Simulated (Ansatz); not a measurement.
Turn this script for Ansatz 0.2.0 through its Python package into the input file that the command-line program reads.

Script `bh6nsn.py`:
```python
'''Geometry optimisation of BH6NSn.'''

import ansatz
import numpy as np

GEOMETRY = '''
N    -0.97660    0.86580   -1.13260
B     0.30080    0.46560   -0.55680
Sn    0.30860   -0.95230    1.12990
H    -0.93100    0.67600   -2.16300
H    -1.05210    1.94570   -1.09850
H     1.31870    0.89600   -1.00270
H     2.02810   -1.27040    1.60370
H    -0.39500   -2.43210    0.65930
H    -0.51300   -0.24080    2.54370
'''

molecule = ansatz.Crystal.molecule()
for line in GEOMETRY.strip().splitlines():
    symbol, *xyz = line.split()
    molecule = molecule.atom(symbol, [float(v) for v in xyz])

setup = (
    molecule.calculation()
    .basis(gaussian='def2-SVP')
    .functional('r2scan', dispersion='d4')  # level of theory
)
symbols = [site.symbol for site in molecule.cartesian_sites]
start = np.array([site.position_ang for site in molecule.cartesian_sites], dtype=float)
report = setup.relax(force_tolerance=0.02).run(threads=1).report
end = np.array(report['positions_ang'])

for key in ('converged', 'free_energy_ev', 'reference_energy_ev', 'n_frozen', 'n_occupied', 'n_virtual'):
    print(f'{key:22s} {report[key]}')

print('final positions (A) and the move of each atom')
for symbol, xyz, old in zip(symbols, end, start):
    print(f'{symbol:2s} {xyz[0]:10.5f} {xyz[1]:10.5f} {xyz[2]:10.5f}   {np.linalg.norm(xyz - old):7.4f}')
with open('bh6nsn_opt.xyz', 'w') as handle:
    handle.write(f'{len(symbols)}\nrelaxed BH6NSn\n')
    handle.writelines(f'{s:2s} {x:11.6f} {y:11.6f} {z:11.6f}\n' for s, (x, y, z) in zip(symbols, end))
```

Output of `python bh6nsn.py`:
```text
converged              True
free_energy_ev         -8094.6826293118165
reference_energy_ev    -8094.648147134436
n_frozen               0
n_occupied             [20, 20]
n_virtual              [64, 64]
final positions (A) and the move of each atom
N    -0.62878    1.19126   -1.10417    0.4772
B     0.31092    0.19457   -0.87483    0.4180
Sn    0.33004   -0.90427    1.09542    0.0629
H    -0.67727    1.71405   -1.97390    1.0852
H    -1.33359    1.47500   -0.43167    0.8634
H     1.10469   -0.05920   -1.75202    1.2328
H     1.81194   -0.72853    1.94827    0.6776
H     0.08009   -2.59600    0.92386    0.5679
H    -0.90954   -0.33337    2.15203    0.5650
```

`input.yaml`:
```yaml
crystal:
  periodic: [false, false, false]
  atoms:
    - { symbol: "N", position_ang: [-0.9766, 0.8658, -1.1326] }
    - { symbol: B, position_ang: [0.3008, 0.4656, -0.5568] }
    - { symbol: Sn, position_ang: [0.3086, -0.9523, 1.1299] }
    - { symbol: H, position_ang: [-0.931, 0.676, -2.163] }
    - { symbol: H, position_ang: [-1.0521, 1.9457, -1.0985] }
    - { symbol: H, position_ang: [1.3187, 0.896, -1.0027] }
    - { symbol: H, position_ang: [2.0281, -1.2704, 1.6037] }
    - { symbol: H, position_ang: [-0.395, -2.4321, 0.6593] }
    - { symbol: H, position_ang: [-0.513, -0.2408, 2.5437] }
basis:
  gaussian:
    orbitals: def2-SVP
hamiltonian:
  xc: r2scan
  dispersion: d4
relax:
  f_tol: 0.02
```

Reading the output:
- Total energies depend on the basis set; only differences at equal settings carry meaning.
- The end point is the stationary point reached from this start; no frequency run checks that it is a minimum, and the basis set is modest.
- def2 sets replace the cores of elements past krypton by effective core potentials.
- Total less reference energy is the dispersion correction.
- Timing: 44 s on 1 thread of Intel(R) Xeon(R) 6975P-C (Granite Rapids), on a shared host, peak memory 0.22 GiB.

(Lines on the test bed's own set-up are left out of the output.)
